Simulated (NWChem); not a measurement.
# BBrCl2 (SMILES ClB(Cl)Br): levels of theory compared

Aim: a comparison of 6 runs (TDA-PBE0/6-311G**, TDA-PBE0/6-31G*, TDA-PBE0/STO-3G, TDA-PBE0/3-21G, TDA-PBE0/6-31G, TDA-PBE0/6-31G**) of BBrCl2. 

The results are computed with NWChem 7.3.0.

## Step 1: The structure to begin with

BBrCl2 has 4 atoms, charge 0, and is taken as a singlet. As SMILES, `ClB(Cl)Br`. Geometry: relaxed at PBE0-D4/def2-TZVP.

Bond lengths: Cl1–B2 1.735 Å, B2–Cl3 1.735 Å, B2–Br4 1.901 Å. Angles: Cl1–B2–Cl3 120.1°, Cl1–B2–Br4 119.9°, Cl3–B2–Br4 119.9°.

## Step 2: The excited states at TDA-PBE0/6-311G(d,p) (run 1)

Input file bbrcl2.nw:

```
start bbrcl2
memory total 2200 mb
geometry units angstroms noautosym nocenter noautoz
  Cl     0.582100     0.666000     1.510800
  B      0.037200    -0.038100     0.022100
  Cl     0.444300    -1.679200    -0.365600
  Br    -1.008100     0.991100    -1.187600
end
basis spherical bse
  * library 6-311G**
end
dft
  xc pbe0
  grid fine
  convergence energy 1e-08
  iterations 100
  mulliken
  print low
end
tddft
  cis
  nroots 4
  notriplet
end
task tddft energy
```

Command:

```console
nwchem bbrcl2.nw > bbrcl2.out
```

Log:

```text
[...]
 d= 0,ls=0.0,diis     1  -3518.7791982345 -3.87D+03  9.93D-03  3.70D+00     2.3
[...]
 d= 0,ls=0.0,diis     8  -3518.8751657833  4.22D-09  3.15D-06  3.67D-07    13.4
         Total DFT energy =    -3518.875165783296
      One electron energy =    -5586.558108529209
           Coulomb energy =     1867.570775845315
    Exchange-Corr. energy =     -151.297087672483
 Nuclear repulsion energy =      351.409254573081
[...]
         Spin multiplicity :       1
[...]
              XC Information
              --------------
                  PBE0 Method XC Functional
              Hartree-Fock (Exact) Exchange   0.25
   PerdewBurkeErnzerhof Exchange Functional   0.75
     Perdew 1991 LDA Correlation Functional   1.00 local
    PerdewBurkeErnz. Correlation Functional   1.00 non-local
[...]
         Wavefunction type : Restricted singlets
          No. of electrons :      74
[...]
  Root   1 singlet a              0.192839782 a.u.                5.2474 eV
[...]
     Dipole Oscillator Strength                    0.0000000001
[...]
     Total Oscillator Strength                     0.0000001137
[...]
  Root   2 singlet a              0.229478890 a.u.                6.2444 eV
[...]
  Root   3 singlet a              0.232566826 a.u.                6.3285 eV
[...]
     Dipole Oscillator Strength                    0.0004058076
[...]
     Total Oscillator Strength                     0.0004083507
[...]
  Root   4 singlet a              0.236520341 a.u.                6.4360 eV
[...]
     Dipole Oscillator Strength                    0.1795953404
[...]
     Total Oscillator Strength                     0.1795956994
[...]
```

Wall time 1.9 min (1 thread of Intel Xeon 6975P-C (Granite Rapids), shared host); peak memory 0.12 GiB.

The roots found:

```csv
excited state,energy (eV),strength,label
1,5.247,0.0000,singlet a
2,6.244,0.0000,singlet a
3,6.328,0.0004,singlet a
4,6.436,0.1796,singlet a
```

## Step 3: The vertical excitations at TDA-PBE0/6-31G(d) (spherical functions) (run 2)

Input file nw.nw:

```
start nw
title "BBrCl2 excited"
memory stack 880 mb heap 220 mb global 1100 mb
geometry units angstroms noautosym nocenter noautoz
Cl    0.582100    0.666000    1.510800
B     0.037200   -0.038100    0.022100
Cl    0.444300   -1.679200   -0.365600
Br   -1.008100    0.991100   -1.187600
end
basis "ao basis" spherical bse
Cl library 6-31G*
B library 6-31G*
Br library 6-31G*
end
dft
xc pbe0
grid fine
convergence energy 1e-08
maxiter 100
mulliken
print low
end
tddft
cis
nroots 4
notriplet
end
task tddft energy
```

Command:

```console
nwchem nw.nw > nw.out
```

Log:

```text
[...]
 d= 0,ls=0.0,diis     1  -3518.4458569610 -3.87D+03  1.82D-02  6.64D-01     2.0
[...]
 d= 0,ls=0.0,diis     8  -3518.5414940351 -1.56D-09  4.16D-06  8.85D-08    10.4
         Total DFT energy =    -3518.541494035087
      One electron energy =    -5586.017167061249
           Coulomb energy =     1867.397330813231
    Exchange-Corr. energy =     -151.330912360151
 Nuclear repulsion energy =      351.409254573081
[...]
         Spin multiplicity :       1
[...]
              XC Information
              --------------
                  PBE0 Method XC Functional
              Hartree-Fock (Exact) Exchange   0.25
   PerdewBurkeErnzerhof Exchange Functional   0.75
     Perdew 1991 LDA Correlation Functional   1.00 local
    PerdewBurkeErnz. Correlation Functional   1.00 non-local
[...]
         Wavefunction type : Restricted singlets
          No. of electrons :      74
[...]
  Root   1 singlet a              0.193535930 a.u.                5.2664 eV
[...]
     Dipole Oscillator Strength                    0.0000000001
[...]
     Total Oscillator Strength                     0.0000001027
[...]
  Root   2 singlet a              0.229440492 a.u.                6.2434 eV
[...]
  Root   3 singlet a              0.232573667 a.u.                6.3287 eV
[...]
     Dipole Oscillator Strength                    0.0005303114
[...]
     Total Oscillator Strength                     0.0005327835
[...]
  Root   4 singlet a              0.237695035 a.u.                6.4680 eV
[...]
     Dipole Oscillator Strength                    0.1807110939
[...]
     Total Oscillator Strength                     0.1807114168
[...]
```

Wall time 61 s (1 thread of Intel Xeon 6975P-C (Granite Rapids), shared host); peak memory 0.11 GiB.

The roots found:

```csv
excited state,energy (eV),strength,label
1,5.266,0.0000,singlet a
2,6.243,0.0000,singlet a
3,6.329,0.0005,singlet a
4,6.468,0.1807,singlet a
```

Runs 3 to 5 aren't shown in full; the table further down has their settings and results.

## Step 4: The vertical excitations at TDA-PBE0/6-31G(d,p) (spherical functions) (run 6)

Input file bbrcl2.nw:

```
START bbrcl2
memory total 2200 mb

GEOMETRY noautosym nocenter noautoz
Cl     0.582100     0.666000     1.510800
B      0.037200    -0.038100     0.022100
Cl     0.444300    -1.679200    -0.365600
Br    -1.008100     0.991100    -1.187600
END

BASIS "ao basis" spherical bse
* library 6-31G**
END

DFT
xc pbe0
grid fine
convergence energy 1e-08
iterations 100
mulliken
noprint "final vectors analysis"
END

TDDFT
cis
nroots 4
notriplet
END

TASK tddft energy
```

Command:

```console
nwchem bbrcl2.nw > bbrcl2.out
```

Log:

```text
[...]
          Wavefunction type:  closed shell.
          No. of atoms     :     4
          No. of electrons :    74
[...]
          Charge           :     0
          Spin multiplicity:     1
[...]
          AO basis - number of functions:    82
[...]
              XC Information
              --------------
                         PBE0 Method XC Functional
                     Hartree-Fock (Exact) Exchange  0.250
          PerdewBurkeErnzerhof Exchange Functional  0.750
            Perdew 1991 LDA Correlation Functional  1.000 local
           PerdewBurkeErnz. Correlation Functional  1.000 non-local
[...]
 d= 0,ls=0.0,diis     1  -3518.4458569610 -3.87D+03  1.82D-02  6.64D-01     1.8
[...]
 d= 0,ls=0.0,diis     8  -3518.5414940351 -1.56D-09  4.16D-06  8.85D-08    12.4
         Total DFT energy =    -3518.541494035087
      One electron energy =    -5586.017167061249
           Coulomb energy =     1867.397330813231
    Exchange-Corr. energy =     -151.330912360151
 Nuclear repulsion energy =      351.409254573081
[...]
  Root   1 singlet a              0.193535930 a.u.                5.2664 eV
[...]
     Dipole Oscillator Strength                    0.0000000001
[...]
     Total Oscillator Strength                     0.0000001027
[...]
  Root   2 singlet a              0.229440492 a.u.                6.2434 eV
[...]
  Root   3 singlet a              0.232573667 a.u.                6.3287 eV
[...]
     Dipole Oscillator Strength                    0.0005303114
[...]
     Total Oscillator Strength                     0.0005327835
[...]
  Root   4 singlet a              0.237695035 a.u.                6.4680 eV
[...]
     Dipole Oscillator Strength                    0.1807110939
[...]
     Total Oscillator Strength                     0.1807114168
[...]
```

Run time: 74 s. Hardware: 1 thread of Intel Xeon 6975P-C (Granite Rapids), shared host; peak memory 0.11 GiB.

The roots found:

```csv
excited state,energy (eV),strength,label
1,5.266,0.0000,singlet a
2,6.243,0.0000,singlet a
3,6.329,0.0005,singlet a
4,6.468,0.1807,singlet a
```

## Step 5: All runs side by side

```csv
run,level,energy (Eh),lowest excitation energy (eV),wall time
1,TDA-PBE0/6-311G**,-3518.875166,5.25,1.9 min
2,TDA-PBE0/6-31G* (spherical functions),-3518.541494,5.27,61 s
3,TDA-PBE0/STO-3G,-3480.535642,5.39,9.9 s
4,TDA-PBE0/3-21G,-3501.915989,5.21,17 s
5,TDA-PBE0/6-31G,-3518.425077,5.25,40 s
6,TDA-PBE0/6-31G** (spherical functions),-3518.541494,5.27,74 s
```

## Step 6: Summary of results

| quantity | value |
| --- | --- |
| run 6: ground-state or mean-field energy | -3518.54149 Eh |
| run 6: dipole moment (of the density that the program reports) | 0.04 D |
| run 6: lowest singlet excitation energy | 5.27 eV |

In words: Over runs 3, 4, 5, 6 the dipole moment (its size) runs from 0.04 D (TDA-PBE0/6-31G**) to 0.87 D (TDA-PBE0/STO-3G). In run 3 the basis is minimal, so the values are rough. All runs together took 5.3 min, the longest 1.9 min.
